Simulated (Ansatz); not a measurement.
# CuO: the cost of one run

Method: def2-QZVPP, core rule «outside noble gas», up to 10 orbitals frozen; program: Ansatz 0.2.0, Gaussian basis.

The runs, in order: UHF; ROHF; CCSD(T) on UHF.

2 further runs of the same task are left out: 2 set aside as unsound or not needed.

## 1. What is computed

The geometry is a PBE0/def2-TZVP stationary point (not a proven minimum).

2 atoms, charge 1, spin multiplicity 3.

Atoms are counted from 1 here; the program's logs count them from 0.

Bond lengths: Cu1–O2 1.812 Å.

## 2. UHF

File in.yaml:

```yaml
crystal:
  periodic: [false, false, false]
  atoms:
    - {symbol: Cu, position_ang: [0.000000, 0.000000, 0.000000]}
    - {symbol: O, position_ang: [0.000000, 0.000000, 1.811600]}
basis:
  gaussian: {orbitals: "def2-QZVPP.json"}
total_charge: 1
magnetization: {spin_polarized: true, initial_magnetization: 2}
hamiltonian: {xc: hf}
output: {orbitals: {seedname: orbitals}}
```

Command:

```bash
$ ansatz run in.yaml --threads 1 --pin off --events-out ev --progress --plain --max-ram 4096MiB --backend cpu
```

What time and memory should one allow on 1 thread of AMD EPYC 7R13, shared host?

About 24 s, with a peak of 0.47 GiB.
